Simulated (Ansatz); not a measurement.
## ScRu3 under changes of volume

One of the cells (15.283 Å³/atom); the others are scaled copies at fixed shape and fractional positions:

```
CELL_PARAMETERS angstrom
-1.94926 1.94926 4.02229
1.94926 -1.94926 4.02229
1.94926 1.94926 -4.02229
ATOMIC_POSITIONS crystal
Ru 0.50000 0.50000 0.00000
Ru 0.25000 0.75000 0.50000
Ru 0.75000 0.25000 0.50000
Sc 0.00000 0.00000 0.00000
```

The cell comes from a database or a generator and needn't be the stable form of this composition.

- Program: Ansatz 0.2.0
- Functional: PBE
- Potentials or basis: Ansatz PAW
- Cutoff: 420 eV (not typed: the program's choice for these potentials)
- k mesh: 10 × 10 × 10
- Occupations: fermi-dirac, width 0.05 eV
- Spin: no spin polarisation

| volume (Å³/atom) | energy over the lowest point (meV/atom) | pressure (GPa) |
| --- | --- | --- |
| 14.366 | 27.42 | 12.2 |
| 14.672 | 9.25 | 7.1 |
| 14.977 | 0.44 | 2.4 |
| 15.283 | 0.00 | -1.7 |
| 15.589 | ? | ? |
| 15.894 | 20.82 | -8.8 |
| 16.200 | 40.56 | -11.7 |

What does the run at 15.589 Å³/atom give?

Energy over the lowest point 7.06 meV/atom; pressure -5.4 GPa.

Worked out: A Birch-Murnaghan fit of order 3 (a polynomial in V^(-2/3)) to the other rows has its minimum at 15.15 Å³/atom with B0 = V·E''(V) = 204 GPa and B' = 4.5 at fixed shape and positions, which overstates the stiffness. It gives 7.08 meV/atom at 15.589 Å³/atom, against the run's 7.06, and -dE/dV = -5.5 GPa, against -5.4.

Energies are extrapolated to zero smearing.
